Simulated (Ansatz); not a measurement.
# C2HClF2Ge: how energies converge with the basis set

An exercise on one series of results from a longer session: the logs are not shown, and one member is left open.

Method: one geometry, several basis sets; program: Ansatz 0.2.0, Gaussian basis.

Levels to be run: PBE0-D4/def2-SVP; ωB97M-V/def2-SVP; PBE0-D4/def2-QZVPP; ωB97M-V/def2-QZVPP; the functionals' def2-TZVPP values are taken from earlier runs.

## Structure used throughout

An earlier PBE0-D4 in a triple-zeta def2 set relaxation fixed the geometry.

SMILES `C#[C][Ge]([F])([F])[Cl]`, 7 atoms, charge 0, spin multiplicity 1.

Atoms are counted from 1 here; the program's logs count them from 0.

Bond lengths: C1–C2 1.202 Å, C1–H7 1.067 Å, C2–Ge3 1.866 Å, Ge3–F4 1.709 Å, Ge3–F5 1.709 Å, Ge3–Cl6 2.103 Å. Angles: C2–C1–H7 179.7°, C1–C2–Ge3 179.2°, C2–Ge3–F4 110.3°, C2–Ge3–F5 110.3°, C2–Ge3–Cl6 113.8°, F4–Ge3–F5 105.5°, F4–Ge3–Cl6 108.2°, F5–Ge3–Cl6 108.2°.

The first run:

Input file in.yaml:

```yaml
crystal:
  periodic: [false, false, false]
  atoms:
    - {symbol: C, position_ang: [1.175890, -1.548757, 0.720148]}
    - {symbol: C, position_ang: [0.498010, -0.664102, 0.269280]}
    - {symbol: Ge, position_ang: [-0.555923, 0.719417, -0.405910]}
    - {symbol: F, position_ang: [-1.954925, 0.088023, -1.158148]}
    - {symbol: F, position_ang: [0.283220, 1.560399, -1.634859]}
    - {symbol: Cl, position_ang: [-1.162900, 2.112761, 1.047908]}
    - {symbol: H, position_ang: [1.777729, -2.335641, 1.115882]}
basis:
  gaussian: {orbitals: def2-SVP}
hamiltonian: {xc: pbe0, dispersion: d4}
output: {orbitals: {seedname: orbitals}}
```

Started as:

```
$ ansatz run in.yaml --threads 4 --pin off --events-out ev --progress --plain --max-ram 10444MiB
```

Steps of the session up to this table: PBE0-D4 in def2-SVP; ωB97M-V in def2-SVP; PBE0-D4 in def2-QZVPP; ωB97M-V in def2-QZVPP.

One table of the session follows, with a row left open; its other results are not shown here.

It belongs to the step «Functionals by basis». 

| functional | basis | HOMO (eV) |
| --- | --- | --- |
| PBE0-D4 | def2-SVP | ? |
| PBE0-D4 | def2-TZVPP | -9.40 |
| PBE0-D4 | def2-QZVPP | -9.42 |
| ωB97M-V | def2-SVP | -11.60 |
| ωB97M-V | def2-TZVPP | -11.67 |
| ωB97M-V | def2-QZVPP | -11.69 |

Q: Estimate the row for PBE0-D4, def2-SVP from the others.

**Answer.** HOMO (eV): -9.36. In the column «HOMO (eV)» it is the highest.
